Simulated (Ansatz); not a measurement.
# C₂H₃AlO: ionisation energy by level of theory

Aim: the vertical ionisation energy of C₂H₃AlO, as cation minus neutral at the neutral's geometry, on several levels, and how well −ε(HOMO) stands in for it.

The runs use Ansatz 0.2.0, Gaussian basis; unrestricted cation, the program's frozen cores in correlated methods.

Plan: UKS PBE-D4/def2-TZVPP; UKS r2SCAN-D4/def2-TZVPP; UKS PBE0-D4/def2-TZVPP; UKS B3LYP-D4/def2-TZVPP; UKS wB97X-V/def2-TZVPP; UKS wB97M-V/def2-TZVPP; UKS B2PLYP/def2-TZVPP; UHF-CCSD(T)/def2-TZVPP; UHF-MP2/def2-QZVPP; extrapolation to the limit; then −ε(HOMO) from the neutral's earlier runs with LDA (SPW92), PBE-D4, revPBE-D4, BLYP-D4, r2SCAN-D4, B97M-V, PBE0-D4, B3LYP-D4, r2SCANh-D4, r2SCAN0-D4, HSE06-D4, BHLYP-D4, CAM-B3LYP-D4, LC-ωPBE, ωB97X-V, ωB97M-V.

### 1 Structure used throughout

All runs share one geometry, relaxed beforehand with PBE0-D4 in a triple-zeta def2 set.

7 atoms, charge 0, spin multiplicity 1.

Atoms are counted from 1 here; the program's logs count them from 0.

Bond lengths: C1–C2 1.321 Å, C1–H5 1.086 Å, C1–H6 1.082 Å, C2–O3 1.419 Å, C2–Al4 1.848 Å, O3–Al4 1.727 Å, Al4–H7 1.566 Å. Angles: C2–C1–H5 121.2°, C2–C1–H6 120.1°, H5–C1–H6 118.7°, C1–C2–O3 127.2°, C1–C2–Al4 170.6°, O3–C2–Al4 62.2°, C2–O3–Al4 71.2°, C2–Al4–O3 46.6°, C2–Al4–H7 173.2°, O3–Al4–H7 140.2°.

Geometry (Å):

```xyz
7

C    -0.56694    0.91599    0.95718
C    -0.05179    0.07841    0.07546
O     1.08096   -0.75826    0.24691
Al    0.44542   -0.99913   -1.34050
H    -0.12977    1.03191    1.94478
H    -1.43957    1.50239    0.70293
H     0.72289   -1.83942   -2.63245
```

### 2 Cation, UKS PBE-D4/def2-TZVPP

File in.yaml:

```yaml
crystal:
  periodic: [false, false, false]
  atoms:
    - {symbol: C, position_ang: [-0.566938, 0.915987, 0.957177]}
    - {symbol: C, position_ang: [-0.051791, 0.078408, 0.075463]}
    - {symbol: O, position_ang: [1.080965, -0.758255, 0.246907]}
    - {symbol: Al, position_ang: [0.445419, -0.999128, -1.340502]}
    - {symbol: H, position_ang: [-0.129771, 1.031914, 1.944780]}
    - {symbol: H, position_ang: [-1.439574, 1.502395, 0.702928]}
    - {symbol: H, position_ang: [0.722890, -1.839420, -2.632452]}
basis:
  gaussian: {orbitals: def2-TZVPP}
total_charge: 1
magnetization: {spin_polarized: true, initial_magnetization: 1}
hamiltonian: {xc: pbe, dispersion: d4}
```

Command:

```console
ansatz run in.yaml --threads 2 --pin off --events-out ev --progress --plain --max-ram 4352MiB
```

After this run come: Cation, UKS r2SCAN-D4/def2-TZVPP; Cation, UKS PBE0-D4/def2-TZVPP; Cation, UKS B3LYP-D4/def2-TZVPP; Cation, UKS wB97X-V/def2-TZVPP; Cation, UKS wB97M-V/def2-TZVPP; Cation, UKS B2PLYP (frozen core)/def2-TZVPP; Cation, UHF-CCSD(T)/def2-TZVPP; Cation, UHF-MP2/def2-QZVPP.

Before running them: what should the planned runs give, taken together? Wanted: ionisation energy, CCSD(T)/CBS; nearest functional by difference; nearest −ε(HOMO); −ε(HOMO) of PBE; T1 of the cation.

**Answer**, as computed:

| quantity | value |
| --- | --- |
| ionisation energy, CCSD(T)/CBS | 8.75 eV |
| nearest functional by difference | PBE-D4 (-0.17 eV) |
| nearest −ε(HOMO) | ωB97X-V (-0.08 eV) |
| −ε(HOMO) of PBE | 5.30 eV |
| T1 of the cation | 0.020 |

**Reading.** By cation minus neutral, the functionals miss by 0.29 eV at most. The PBE orbital energy is 3.5 eV too small: a semilocal HOMO is no ionisation energy. Among orbital estimates ωB97X-V comes nearest. Hartree-Fock falls 1.55 eV short, as the neutral has more correlation energy than the cation. The cation may have settled in a state other than its lowest; no search over hole states beyond the program's own was made.
